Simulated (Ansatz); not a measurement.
# Ti2W3: the cost of one run

Program: Ansatz 0.2.0. Level of theory: DFT PBE, scalar-relativistic, plane waves, PAW. These are calculated values, not measurements.

## Step 1: Starting point

The structure is tetragonal, space group I4/mmm (No. 139). The conventional cell has a = 3.182 Å, b = 3.182 Å, c = 15.908 Å, α = 90.00°, β = 90.00°, γ = 90.00°. Ti (site symmetry 4mm) has 8 W at 2.76 Å in its first shell of neighbours. W (site symmetry 4mm) has 4 Ti at 2.76 Å and 4 W at 2.76 Å in its first shell of neighbours. W (site symmetry 4/mmm) is surrounded by 8 Ti at 2.76 Å.

Coordinates:

```cif
data_structure
_symmetry_space_group_name_H-M 'P 1'
_symmetry_Int_Tables_number 1
_cell_length_a 8.2661
_cell_length_b 8.2661
_cell_length_c 8.2661
_cell_angle_alpha 157.808
_cell_angle_beta 157.808
_cell_angle_gamma 31.586
_cell_volume 80.52
loop_
_atom_site_label
_atom_site_type_symbol
_atom_site_fract_x
_atom_site_fract_y
_atom_site_fract_z
_atom_site_occupancy
Ti1 Ti 0.90000 0.90000 0.00000 1
Ti2 Ti 0.10000 0.10000 0.00000 1
W1 W 0.70000 0.70000 0.00000 1
W2 W 0.30000 0.30000 0.00000 1
W3 W 0.50000 0.50000 0.00000 1
```

The start is an ordering of an alloy on its end members' structure types: elements ordered on the sites of the Ti type, Ti/W on Ti (I4/mmm, No. 139).

## Step 2: A first look at the guess

input.yaml reads:

```yaml
crystal:
  lattice:
    - [-1.59080541, 1.59080541, 7.95402706]
    - [1.59080541, -1.59080541, 7.95402706]
    - [1.59080541, 1.59080541, -7.95402706]
  atoms:
    - { symbol: Ti, position: [0.9, 0.9, 0.0] }
    - { symbol: Ti, position: [0.1, 0.1, 0.0] }
    - { symbol: W, position: [0.7, 0.7, 0.0] }
    - { symbol: W, position: [0.3, 0.3, 0.0] }
    - { symbol: W, position: [0.5, 0.5, 0.0] }
basis:
  ecutwfc: 420
kpoints:
  mp_grid: { grid: [8, 8, 8] }
hamiltonian:
  xc: pbe
scf:
  occupations: { method: gaussian, width: 0.1 }
  lower_state_search: "off"
output:
  forces: true
  stress: true
  eigenvalues: true
```

Launch:

```
$ ansatz run input.yaml --threads 1 --pin off --max-ram 2560MiB --backend cpu --events-out ev --progress --plain --runs-dir out
```

Q: Estimate wall time and peak memory on 1 thread of Intel Xeon at 2.50GHz (Skylake/Cascade Lake), shared host.

About 18 s, with a peak of 0.46 GiB.
